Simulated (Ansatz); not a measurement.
**TiO: relaxation and properties**

This session takes TiO and sets out to relax cell and atoms and compute bands, density of states and charges.

Computed with Ansatz 0.2.0 (DFT PBEsol, scalar-relativistic, plane waves, PAW, unless a step's input says otherwise).

### 1 The starting structure

The structure is hexagonal, space group P6_3/mmc (No. 194). Conventional cell: a = 2.852 Å, b = 2.852 Å, c = 5.568 Å, α = 90.00°, β = 90.00°, γ = 120.00°. Ti (site symmetry -6m2) is surrounded by 6 O at 2.16 Å. O (site symmetry -3m) is surrounded by 6 Ti at 2.16 Å.

Structure file:

```cif
data_structure
_symmetry_space_group_name_H-M 'P 1'
_symmetry_Int_Tables_number 1
_cell_length_a 2.8516
_cell_length_b 2.8516
_cell_length_c 5.5675
_cell_angle_alpha 90.000
_cell_angle_beta 90.000
_cell_angle_gamma 120.000
_cell_volume 39.21
loop_
_atom_site_label
_atom_site_type_symbol
_atom_site_fract_x
_atom_site_fract_y
_atom_site_fract_z
_atom_site_occupancy
Ti1 Ti 0.33333 0.66667 0.25000 1
Ti2 Ti 0.66667 0.33333 0.75000 1
O1 O 0.00000 0.00000 0.00000 1
O2 O 0.00000 0.00000 0.50000 1
```

Source of the structure: the Materials Project (structure only).

(A quick probe on a coarse mesh, which set the mesh and smearing, is not shown.)

### 3 A loose first relaxation

The input, input.yaml:

```yaml
crystal:
  lattice:
    - [2.8516080131, 0.0, 0.0]
    - [-1.4258040066, 2.469564981, 0.0]
    - [0.0, 0.0, 5.567503]
  atoms:
    - { symbol: Ti, position: [0.33333333, 0.66666667, 0.25] }
    - { symbol: Ti, position: [0.66666667, 0.33333333, 0.75] }
    - { symbol: O, position: [0.0, 0.0, 0.0] }
    - { symbol: O, position: [0.0, 0.0, 0.5] }
basis:
  ecutwfc: 420
kpoints:
  mp_grid: { grid: [12, 12, 4] }
hamiltonian:
  xc: pbesol
scf:
  occupations: { method: gaussian, width: 0.1 }
output:
  forces: true
  stress: true
  eigenvalues: true
relax:
  adjacent_minimum: "off"
  f_tol: 0.05
  max_steps: 80
  cell: { stress_tol: 0.5 }
```

Run with:

```console
$ ansatz run input.yaml --threads 1 --pin off --max-ram 2560MiB --backend cpu --events-out ev --progress --plain --runs-dir out
```

Further runs follow: the relaxation; electronic structure at the relaxed geometry.

What does the calculation give? Wanted: relaxed cell; volume; formation energy; gap; states at the Fermi level; Bader charges.

As calculated:

```
                                                               quantity                                                                       value
                                                           relaxed cell  a = 2.819 Å, b = 2.819 Å, c = 5.456 Å, α = 90.00°, β = 90.00°, γ = 120.00°
                                                   space group (0.01 Å)                                                          P6_3/mmc (No. 194)
                                                                 volume                                                                9.39 Å³/atom
formation energy (elements from runs with the same settings, not shown)                                                               -2.59 eV/atom
                                                                    gap                                                                none (metal)
                                              states at the Fermi level                                                        0.42 per eV per cell
                                                          Bader charges                                                         Ti +1.34, O -1.34 e
```

**Reading.** The cell shrank by 4.2 % in volume on relaxing. It comes out metallic. Of the projected weight within 0.25 eV of the Fermi level, the largest part is Ti 3d (90 %). Bader charges reach 1.3 e, so charge transfer in this metal is strong. A spin-polarised run here lost its starting moments, which speaks against magnetism, though one start doesn't rule it out.
